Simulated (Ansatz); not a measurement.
# H5WN3O: small, medium and large basis sets

How large a basis does H5WN3O need? Two functionals are run in growing sets.

Method: one geometry, several basis sets; program: Ansatz 0.2.0, Gaussian basis.

Plan: PBE0-D4/def2-SVP; ωB97M-V/def2-SVP; PBE0-D4/def2-QZVPP; ωB97M-V/def2-QZVPP; the functionals' def2-TZVPP values are taken from earlier runs.

### Step 1. The relaxed structure

The geometry comes from an earlier relaxation with PBE0-D4 in a triple-zeta def2 set; it is a stationary point, not always the lowest conformer. W takes the def2 core potential; no spin-orbit term is included.

10 atoms, charge 0, spin multiplicity 1.

Atoms are counted from 1 here; the program's logs count them from 0.

Bond lengths: N1–W2 1.753 Å, N1–H6 1.007 Å, W2–N3 1.755 Å, W2–N4 1.951 Å, W2–O5 1.912 Å, N3–H7 1.007 Å, N4–H8 1.007 Å, N4–H9 1.007 Å, O5–H10 0.959 Å. Angles: W2–N1–H6 158.5°, N1–W2–N3 114.9°, N1–W2–N4 106.9°, N1–W2–O5 107.7°, N3–W2–N4 106.6°, N3–W2–O5 109.0°, N4–W2–O5 111.9°, W2–N3–H7 155.6°, W2–N4–H8 123.4°, W2–N4–H9 123.3°, H8–N4–H9 111.5°, W2–O5–H10 119.2°.

### Step 2. PBE0-D4 in def2-SVP

in.yaml reads:

```yaml
crystal:
  periodic: [false, false, false]
  atoms:
    - {symbol: N, position_ang: [-1.341173, 0.328690, -1.244409]}
    - {symbol: W, position_ang: [0.043807, 0.181559, -0.180036]}
    - {symbol: N, position_ang: [1.253528, -0.979832, -0.696693]}
    - {symbol: N, position_ang: [-0.628385, -0.444046, 1.541689]}
    - {symbol: O, position_ang: [0.856719, 1.906715, -0.043562]}
    - {symbol: H, position_ang: [-1.930877, 0.160997, -2.042765]}
    - {symbol: H, position_ang: [1.656535, -1.677671, -1.301385]}
    - {symbol: H, position_ang: [-0.131869, -1.096957, 2.126559]}
    - {symbol: H, position_ang: [-1.590154, -0.350548, 1.826733]}
    - {symbol: H, position_ang: [1.811869, 1.971073, 0.013868]}
basis:
  gaussian: {orbitals: def2-SVP}
hamiltonian: {xc: pbe0, dispersion: d4}
output: {orbitals: {seedname: orbitals}}
```

Started as:

```console
ansatz run in.yaml --threads 4 --pin off --events-out ev --progress --plain --max-ram 10444MiB
```

After this run come: ωB97M-V in def2-SVP; PBE0-D4 in def2-QZVPP; ωB97M-V in def2-QZVPP.

Before running them: what should the planned runs give, taken together? Wanted: PBE0-D4: double and triple zeta above quadruple; ωB97M-V: double and triple zeta above quadruple.

**Answer**, as computed:

| quantity | value |
| --- | --- |
| PBE0-D4: double and triple zeta above quadruple | 9.09, 0.42 eV |
| ωB97M-V: double and triple zeta above quadruple | 9.35, 0.39 eV |

What this shows: PBE0-D4 gains 8.67 eV from double to triple zeta, then 0.42 eV more. These are total energies; as a rule much of such shifts cancels in differences, which this series doesn't test. The LUMO of ωB97M-V is positive and keeps falling with the basis (1.71 to 0.82 eV): an unbound level that the basis holds in place.
